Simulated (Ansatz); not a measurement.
# Hf (Hafnium): the cost of one run

Method: DFT PBE, scalar-relativistic, plane waves, PAW, in Ansatz 0.2.0.

## Step 1: The starting structure

The structure is hexagonal, space group P6_3/mmc (No. 194). The conventional cell has a = 3.197 Å, b = 3.197 Å, c = 5.058 Å, α = 90.00°, β = 90.00°, γ = 120.00°. Around Hf (site symmetry -6m2) lie 12 Hf at 3.13 to 3.20 Å.

Structure file:

```cif
data_structure
_symmetry_space_group_name_H-M 'P6_3/mmc'
_symmetry_Int_Tables_number 194
_cell_length_a 3.1967
_cell_length_b 3.1967
_cell_length_c 5.0578
_cell_angle_alpha 90.000
_cell_angle_beta 90.000
_cell_angle_gamma 120.000
_cell_volume 44.76
loop_
_atom_site_label
_atom_site_type_symbol
_atom_site_symmetry_multiplicity
_atom_site_Wyckoff_symbol
_atom_site_fract_x
_atom_site_fract_y
_atom_site_fract_z
_atom_site_occupancy
Hf1 Hf 2 c 0.33333 0.66667 0.25000 1
```

## Step 2: First run, at the start cell

input.yaml reads:

```yaml
crystal:
  lattice:
    - [3.1967, 0.0, 0.0]
    - [-1.59835, 2.7684234083, 0.0]
    - [0.0, 0.0, 5.0578]
  atoms:
    - { symbol: Hf, position: [0.3333333333, 0.6666666667, 0.25] }
    - { symbol: Hf, position: [0.6666666667, 0.3333333333, 0.75] }
basis:
  ecutwfc: 420
  ecutrho_ratio: 4
kpoints:
  mp_grid: { grid: [8, 8, 4] }
hamiltonian:
  xc: pbe
scf:
  occupations: { method: gaussian, width: 0.05 }
output:
  forces: true
  stress: true
  eigenvalues: true
relax:
  f_tol: 0.03
  max_steps: 60
  cell: { stress_tol: 0.3 }
```

Started as:

```console
$ ansatz run input.yaml --threads 1 --pin off --max-ram 2560MiB --backend cpu --events-out ev --progress --plain --runs-dir out
```

Q: Estimate wall time and peak memory on 1 thread of Arm Neoverse V1, shared host.

About 8.9 s, with a peak of 0.33 GiB.
